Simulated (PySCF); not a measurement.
# C5H12BFO: the cost of one run

Programs: PySCF 2.14.0, with routines of our own; each step states its level. All values are computed. Atoms count from 0.

## (1) The system as given

20 atoms, charge 0, multiplicity 1; geometry from: GFN2-xTB.

## (2) Magnetic properties: GIAO PBE0/pcSseg-1

The job: settings as JSON, then the geometry in Å.

```
{"job": {"kind": "mag", "xc": "PBE0", "basis": "pcSseg-1", "isotopologues": 2}, "charge": 0, "multiplicity": 1}
C      3.434706    -0.134036     0.133310
C      2.342985     0.603799     0.195390
C      1.108907     0.354152    -0.615545
C     -0.088954     0.111060     0.305674
O     -1.335314     0.188191    -0.386586
C     -1.574592    -0.904101    -1.253140
B     -2.635797     0.416219     0.688127
F     -2.226668     1.507416     1.403312
H      4.302501     0.083763     0.731032
H      3.511150    -0.984632    -0.524576
H      2.291309     1.452181     0.864098
H      1.275826    -0.499028    -1.275874
H      0.894163     1.235674    -1.226515
H      0.000141    -0.859339     0.810908
H     -0.133984     0.897631     1.060800
H     -2.565601    -0.761809    -1.678379
H     -1.551916    -1.853604    -0.708931
H     -0.832079    -0.916394    -2.052665
H     -2.677115    -0.577028     1.345615
H     -3.544816     0.650563    -0.036061
```

With the program's defaults for keys left out, this is: GIAO PBE0/pcSseg-1 magnetisability, rotational g tensor and spin-rotation constants, non-relativistic, gas phase.

The run is started by

```sh
$ OMP_NUM_THREADS=1 python excited_run.py task.json out
```

One launch serves the whole session: the jobs run in the order shown.

Q: Estimate the wall time and peak memory of this first job on 1 thread of Arm Neoverse V1, shared host.

About 40 s, with a peak of 0.95 GiB.
